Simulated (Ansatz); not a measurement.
# C₉H₁₅Cl₂HfN: up Jacob's ladder to CCSD(T)

An exercise on one series of results from a longer session: the logs are not shown, and one member is left open.

Program: Ansatz 0.2.0, Gaussian basis. Level of theory: functionals in def2-TZVPP, the program's frozen cores in correlated methods. These are calculated values, not measurements.

The runs, in order: LDA (SPW92), PBE-D4, revPBE-D4, BLYP-D4, r2SCAN-D4, B97M-V, PBE0-D4, B3LYP-D4, r2SCANh-D4, r2SCAN0-D4, HSE06-D4, BHLYP-D4, CAM-B3LYP-D4, LC-ωPBE, ωB97X-V, ωB97M-V, B2PLYP, PBE-QIDH; CCSD(T)/def2-SVP; CCSD(T)/def2-TZVPP; MP2/def2-QZVPP; extrapolation to the limit; RPA on PBE.

## The relaxed structure

All runs share one geometry, relaxed beforehand with PBE0-D4 in a triple-zeta def2 set. Hf takes the def2 core potential; no spin-orbit term is included.

SMILES `CC[C@@]12[C@H]3[C@H]4[C@H]5[C@@H]1[Hf]4532([Cl])([Cl])[N](C)C`, 28 atoms, charge 0, spin multiplicity 1.

Atoms are counted from 1 here; the program's logs count them from 0.

Bond lengths: C1–C2 1.518 Å, C1–H14 1.093 Å, C1–H15 1.091 Å, C1–H16 1.092 Å, C2–C3 1.496 Å, C2–H17 1.097 Å, C2–H18 1.093 Å, C3–C4 1.412 Å, C3–C7 1.417 Å, C3–Hf8 2.540 Å, C4–C5 1.417 Å, C4–Hf8 2.506 Å, C4–H19 1.080 Å, C5–C6 1.408 Å, C5–Hf8 2.480 Å, C5–H20 1.080 Å, C6–C7 1.413 Å, C6–Hf8 2.478 Å and more. Angles: C2–C1–H14 111.6°, C2–C1–H15 110.4°, C2–C1–H16 111.0°, H14–C1–H15 107.4°, H14–C1–H16 108.4°, H15–C1–H16 107.8°, C1–C2–C3 114.5°, C1–C2–H17 109.4°, C1–C2–H18 109.8°, C3–C2–H17 107.5°, C3–C2–H18 109.0°, H17–C2–H18 106.2°, C2–C3–C4 127.2°, C2–C3–C7 125.9°, C2–C3–Hf8 123.7°, C4–C3–C7 106.8°, C4–C3–Hf8 72.4°, C7–C3–Hf8 71.6° and more.

The first run:

The input, in.yaml:

```yaml
crystal:
  periodic: [false, false, false]
  atoms:
    - {symbol: C, position_ang: [-0.368674, 1.933139, 2.402570]}
    - {symbol: C, position_ang: [-1.344989, 2.142202, 1.258860]}
    - {symbol: C, position_ang: [-1.523358, 0.952738, 0.368560]}
    - {symbol: C, position_ang: [-1.224165, -0.393829, 0.672451]}
    - {symbol: C, position_ang: [-1.640011, -1.208947, -0.409210]}
    - {symbol: C, position_ang: [-2.191881, -0.367758, -1.394802]}
    - {symbol: C, position_ang: [-2.099167, 0.962333, -0.926604]}
    - {symbol: Hf, position_ang: [0.226686, 0.162689, -1.294070]}
    - {symbol: Cl, position_ang: [1.315936, 2.255983, -0.909165]}
    - {symbol: Cl, position_ang: [0.254020, -0.161852, -3.658337]}
    - {symbol: N, position_ang: [1.469556, -1.236974, -0.559992]}
    - {symbol: C, position_ang: [1.504456, -2.343239, 0.353037]}
    - {symbol: C, position_ang: [2.750237, -1.035343, -1.213587]}
    - {symbol: H, position_ang: [-0.693503, 1.128661, 3.067026]}
    - {symbol: H, position_ang: [-0.285437, 2.840283, 3.003465]}
    - {symbol: H, position_ang: [0.627774, 1.688692, 2.028020]}
    - {symbol: H, position_ang: [-2.330394, 2.402915, 1.663436]}
    - {symbol: H, position_ang: [-1.028926, 2.995540, 0.653331]}
    - {symbol: H, position_ang: [-0.757412, -0.740897, 1.581859]}
    - {symbol: H, position_ang: [-1.539043, -2.282354, -0.474431]}
    - {symbol: H, position_ang: [-2.572638, -0.676495, -2.356464]}
    - {symbol: H, position_ang: [-2.414364, 1.846432, -1.464205]}
    - {symbol: H, position_ang: [2.241265, -2.180111, 1.152442]}
    - {symbol: H, position_ang: [1.784065, -3.274248, -0.160028]}
    - {symbol: H, position_ang: [0.531825, -2.498063, 0.819193]}
    - {symbol: H, position_ang: [3.541637, -0.806207, -0.487979]}
    - {symbol: H, position_ang: [3.047408, -1.915284, -1.798869]}
    - {symbol: H, position_ang: [2.719088, -0.189998, -1.916527]}
basis:
  gaussian: {orbitals: def2-TZVPP}
hamiltonian: {xc: lda}
output: {orbitals: {seedname: orbitals}}
```

Among the steps run: LDA; PBE-D4 (GGA); revPBE-D4 (GGA); BLYP-D4 (GGA); r2SCAN-D4 (meta-GGA); B97M-V (meta-GGA); PBE0-D4 (hybrid); B3LYP-D4 (hybrid); r2SCANh-D4 (hybrid); r2SCAN0-D4 (hybrid); HSE06-D4 (hybrid); BHLYP-D4 (hybrid); CAM-B3LYP-D4 (range-separated); LC-ωPBE (range-separated); ωB97X-V (range-separated); ωB97M-V (range-separated); B2PLYP (double hybrid); PBE-QIDH (double hybrid).

One table of the session follows, with a row left open; its other results are not shown here.

It belongs to the step «Orbital energies across the functionals». 

| functional | HOMO (eV) | gap (eV) |
| --- | --- | --- |
| LDA (SPW92) | -5.69 | 3.66 |
| PBE-D4 | -5.53 | 3.77 |
| revPBE-D4 | ? | ? |
| BLYP-D4 | -5.41 | 3.79 |
| r2SCAN-D4 | -5.74 | 4.15 |
| B97M-V | -5.83 | 4.24 |
| PBE0-D4 | -6.72 | 5.80 |
| B3LYP-D4 | -6.52 | 5.41 |
| r2SCANh-D4 | -6.19 | 4.91 |
| r2SCAN0-D4 | -6.88 | 6.06 |
| HSE06-D4 | -6.32 | 5.03 |
| BHLYP-D4 | -7.85 | 7.93 |
| CAM-B3LYP-D4 | -8.06 | 8.21 |
| LC-ωPBE | -9.36 | 10.60 |
| ωB97X-V | -9.04 | 10.20 |
| ωB97M-V | -8.95 | 10.00 |

Q: Estimate the row for revPBE-D4 from the others.

**Answer.** HOMO (eV): -5.46; gap (eV): 3.81. In the column «HOMO (eV)» it lies between PBE-D4 (-5.53) and BLYP-D4 (-5.41).
